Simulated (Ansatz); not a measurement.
# Al32H: the cost of one run

All numbers below are computed with Ansatz 0.2.0 (DFT PBEsol, plane waves, PAW, scalar-relativistic, no spin polarisation).

### Step 1. The structure to begin with

The cell holds 33 atoms (Al32H): a = 8.100 Å, b = 8.100 Å, c = 8.100 Å, α = 90.00°, β = 90.00°, γ = 90.00°.

The coordinates stand in the first input below.

### Step 2. Relaxing end A

Input file input.yaml:

```yaml
crystal:
  lattice:
    - [8.1, 0.0, 0.0]
    - [0.0, 8.1, 0.0]
    - [0.0, 0.0, 8.1]
  atoms:
    - { symbol: Al, position: [0.5, 0.0, 0.0] }
    - { symbol: Al, position: [0.75, 0.25, 0.0] }
    - { symbol: Al, position: [0.75, 0.0, 0.25] }
    - { symbol: Al, position: [0.0, 0.0, 0.0] }
    - { symbol: Al, position: [0.25, 0.25, 0.0] }
    - { symbol: Al, position: [0.5, 0.5, 0.0] }
    - { symbol: Al, position: [0.75, 0.75, 0.0] }
    - { symbol: Al, position: [0.25, 0.0, 0.25] }
    - { symbol: Al, position: [0.5, 0.25, 0.25] }
    - { symbol: Al, position: [0.75, 0.5, 0.25] }
    - { symbol: Al, position: [0.5, 0.0, 0.5] }
    - { symbol: Al, position: [0.75, 0.25, 0.5] }
    - { symbol: Al, position: [0.75, 0.0, 0.75] }
    - { symbol: Al, position: [0.0, 0.5, 0.0] }
    - { symbol: Al, position: [0.25, 0.75, 0.0] }
    - { symbol: Al, position: [0.0, 0.25, 0.25] }
    - { symbol: Al, position: [0.25, 0.5, 0.25] }
    - { symbol: Al, position: [0.5, 0.75, 0.25] }
    - { symbol: Al, position: [0.0, 0.0, 0.5] }
    - { symbol: Al, position: [0.25, 0.25, 0.5] }
    - { symbol: Al, position: [0.5, 0.5, 0.5] }
    - { symbol: Al, position: [0.75, 0.75, 0.5] }
    - { symbol: Al, position: [0.25, 0.0, 0.75] }
    - { symbol: Al, position: [0.5, 0.25, 0.75] }
    - { symbol: Al, position: [0.75, 0.5, 0.75] }
    - { symbol: Al, position: [0.0, 0.75, 0.25] }
    - { symbol: Al, position: [0.0, 0.5, 0.5] }
    - { symbol: Al, position: [0.25, 0.75, 0.5] }
    - { symbol: Al, position: [0.0, 0.25, 0.75] }
    - { symbol: Al, position: [0.25, 0.5, 0.75] }
    - { symbol: Al, position: [0.5, 0.75, 0.75] }
    - { symbol: Al, position: [0.0, 0.75, 0.75] }
    - { symbol: H, position: [0.8733917, 0.8751003, 0.1245141] }
basis:
  ecutwfc: 420.0
kpoints:
  mp_grid: { grid: [3, 3, 3] }
hamiltonian:
  xc: pbesol
scf:
  occupations: { method: gaussian, width: 0.1 }
  lower_state_search: "off"
relax:
  f_tol: 0.03
  max_steps: 60
  adjacent_minimum: "off"
```

Started as:

```
$ ansatz run input.yaml --threads 4 --pin off --max-ram 10240MiB --backend cpu --events-out ev --progress --plain --runs-dir out
```

**Question.** How long does this run take on 4 threads of Intel Xeon 6975P-C (Granite Rapids), shared host, and how much memory does it need?

About 18 s, with a peak of 1.4 GiB.
